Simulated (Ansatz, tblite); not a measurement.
**In12Sb11 zinc blende off sphere (In₁₂Sb₁₁H₃₂−): one state, many levels**

The task here is to estimate one member of a computed series from the others.

Method: as each input shows; program: Ansatz 0.2.0, Gaussian basis.

Levels to be run: GFN1-xTB, PBE-D4/def2-TZVP, r2SCAN-D4/def2-TZVP, r2SCAN0-D4/def2-TZVP, PBE-D4/def2-SVP, PBE0-D4/def2-SVP, MP2/def2-SVP.

2 further runs of the same task are left out: 1 for a known fault of the program, 1 set aside as unsound or not needed. Runs told in other sessions of the task aren't counted.

## The geometry

The singlet was relaxed beforehand with r2SCAN-D4/def2-SVP.

55 atoms, charge -1, spin multiplicity 1.

Bond lengths: Sb1–In13 2.916 Å, Sb1–In14 2.884 Å, Sb1–H24 1.703 Å, Sb1–H25 1.711 Å, Sb2–In12 2.887 Å, Sb2–In16 2.894 Å, Sb2–H26 1.712 Å, Sb2–H27 1.708 Å, Sb3–In15 2.902 Å, Sb3–In17 2.895 Å, Sb3–H28 1.710 Å, Sb3–H29 1.706 Å, Sb4–In13 2.802 Å, Sb4–In18 2.874 Å, Sb4–In19 2.869 Å, Sb4–H30 1.713 Å, Sb5–In15 2.844 Å, Sb5–In18 2.890 Å and more. Angles: In13–Sb1–In14 137.2°, In13–Sb1–H24 104.9°, In13–Sb1–H25 104.1°, In14–Sb1–H24 104.6°, In14–Sb1–H25 103.8°, H24–Sb1–H25 94.2°, In12–Sb2–In16 132.0°, In12–Sb2–H26 109.3°, In12–Sb2–H27 102.8°, In16–Sb2–H26 106.8°, In16–Sb2–H27 105.2°, H26–Sb2–H27 93.9°, In15–Sb3–In17 126.0°, In15–Sb3–H28 106.8°, In15–Sb3–H29 109.5°, In17–Sb3–H28 107.2°, In17–Sb3–H29 108.0°, H28–Sb3–H29 94.7° and more.

In, Sb take a core potential in the def2 sets. No spin-orbit coupling is included. The ion is computed in the gas phase, without counter-ions or solvent.

PBE0-D4/def2-TZVP was run before; its log isn't repeated, and its numbers join the tables.

Set-up of the first run:

Tight binding, by tblite at 300 K electronic temperature and without a spin-polarisation term:

```python
tblite.interface.Calculator('GFN1-xTB', numbers, positions, charge=-1, uhf=0).singlepoint()
```

start.molden holds the orbitals of an earlier run on this state, given as this run's starting guess.

Contents of in.yaml:

```yaml
crystal:
  periodic: [false, false, false]
  atoms:
    - {symbol: Sb, position_ang: [-4.638479, 2.333320, -0.926988]}
    - {symbol: Sb, position_ang: [-2.259234, -3.757962, 2.651080]}
    - {symbol: Sb, position_ang: [1.439706, -4.203192, -0.594940]}
    - {symbol: Sb, position_ang: [-1.575789, 1.891409, -4.158256]}
    - {symbol: Sb, position_ang: [1.209841, -1.251054, -3.942912]}
    - {symbol: Sb, position_ang: [-1.913974, -1.204752, -0.775690]}
    - {symbol: Sb, position_ang: [-1.812090, 1.948426, 2.334587]}
    - {symbol: Sb, position_ang: [1.363177, -1.158015, 2.678802]}
    - {symbol: Sb, position_ang: [1.410025, 2.132887, -0.864617]}
    - {symbol: Sb, position_ang: [4.332598, -1.253958, -0.786565]}
    - {symbol: Sb, position_ang: [4.147552, 2.223836, 2.573408]}
    - {symbol: In, position_ang: [-3.984657, -2.291039, 0.860460]}
    - {symbol: In, position_ang: [-3.368021, 0.353288, -2.650204]}
    - {symbol: In, position_ang: [-4.232374, 3.410952, 1.716659]}
    - {symbol: In, position_ang: [-0.459985, -2.962018, -2.403478]}
    - {symbol: In, position_ang: [-0.108861, -2.912191, 4.392683]}
    - {symbol: In, position_ang: [3.125076, -2.824956, 1.313200]}
    - {symbol: In, position_ang: [-0.174518, 0.207171, -6.018849]}
    - {symbol: In, position_ang: [-0.583801, 3.714111, -2.176435]}
    - {symbol: In, position_ang: [2.940526, 0.554950, -2.597728]}
    - {symbol: In, position_ang: [-0.052919, 0.329533, 0.716486]}
    - {symbol: In, position_ang: [2.917476, 0.434258, 4.478423]}
    - {symbol: In, position_ang: [3.004835, 4.000036, 0.593742]}
    - {symbol: H, position_ang: [-4.857680, 3.700197, -1.919525]}
    - {symbol: H, position_ang: [-6.293847, 1.899460, -0.941897]}
    - {symbol: H, position_ang: [-3.190304, -4.893831, 3.531445]}
    - {symbol: H, position_ang: [-1.568967, -4.939855, 1.628806]}
    - {symbol: H, position_ang: [2.458668, -5.191568, -1.548812]}
    - {symbol: H, position_ang: [0.690912, -5.508000, 0.210475]}
    - {symbol: H, position_ang: [-2.684273, 2.780839, -5.114154]}
    - {symbol: H, position_ang: [2.287209, -2.317279, -4.740241]}
    - {symbol: H, position_ang: [-2.169328, 0.944004, 3.666070]}
    - {symbol: H, position_ang: [-0.781725, 2.990939, 3.207313]}
    - {symbol: H, position_ang: [5.171177, -2.387058, -1.755349]}
    - {symbol: H, position_ang: [5.747211, -0.536640, -0.157941]}
    - {symbol: H, position_ang: [5.246255, 1.242865, 1.708898]}
    - {symbol: H, position_ang: [5.381482, 3.076145, 3.399802]}
    - {symbol: H, position_ang: [-4.943220, -3.440799, -0.011563]}
    - {symbol: H, position_ang: [-4.619538, -0.956362, 1.777161]}
    - {symbol: H, position_ang: [-4.666401, -0.542198, -3.382349]}
    - {symbol: H, position_ang: [-5.471692, 2.760732, 2.734588]}
    - {symbol: H, position_ang: [-3.780350, 5.068849, 1.548677]}
    - {symbol: H, position_ang: [-1.244768, -4.215402, -3.309231]}
    - {symbol: H, position_ang: [0.861274, -4.322375, 4.689514]}
    - {symbol: H, position_ang: [-0.893793, -1.978016, 5.625111]}
    - {symbol: H, position_ang: [4.263605, -3.906595, 2.045219]}
    - {symbol: H, position_ang: [-1.321802, -0.853285, -6.771394]}
    - {symbol: H, position_ang: [1.019766, 1.137285, -6.864789]}
    - {symbol: H, position_ang: [0.139860, 5.113001, -2.899175]}
    - {symbol: H, position_ang: [-1.895483, 3.807159, -1.019197]}
    - {symbol: H, position_ang: [4.139429, 1.269223, -3.628302]}
    - {symbol: H, position_ang: [1.850274, 1.430937, 5.412026]}
    - {symbol: H, position_ang: [4.179268, -0.556335, 5.141847]}
    - {symbol: H, position_ang: [1.945061, 5.032149, 1.498816]}
    - {symbol: H, position_ang: [4.313511, 4.545873, -0.403813]}
basis:
  gaussian: {orbitals: def2-TZVP, fitting: {mean_field: def2-universal-jkfit}, initial_orbitals: start.molden}
total_charge: -1
hamiltonian: {xc: pbe, dispersion: d4}
scf: {omitted_lower_state_checks: [starts]}
output: {forces: true, orbitals: {seedname: orbitals}}
```

Launch:

```
$ ansatz run in.yaml --threads 11 --pin off --events-out ev --progress --plain --max-ram 174080MiB --backend cuda --devices 0, --max-vram 75GiB
```

Among the steps run: PBE-D4/def2-TZVP; r2SCAN-D4/def2-TZVP; r2SCAN0-D4/def2-TZVP; PBE-D4/def2-SVP; PBE0-D4/def2-SVP; MP2/def2-SVP.

One of the session's tables, all rows but one given; the rest of the session is left out.

```
               level  HOMO (eV)  LUMO (eV)  gap (eV)
     PBE-D4/def2-SVP      -3.26      -0.59      2.67
    PBE-D4/def2-TZVP      -3.36      -0.72      2.64
 r2SCAN-D4/def2-TZVP      -3.55      -0.56      2.99
    PBE0-D4/def2-SVP      -4.08       0.04      4.13
   PBE0-D4/def2-TZVP      -4.14      -0.05      4.09
r2SCAN0-D4/def2-TZVP          ?          ?         ?
```

Estimate the missing values for r2SCAN0-D4/def2-TZVP.

The run gave: HOMO (eV): -4.28; LUMO (eV): 0.01; gap (eV): 4.29. In the column «HOMO (eV)» it is the lowest.
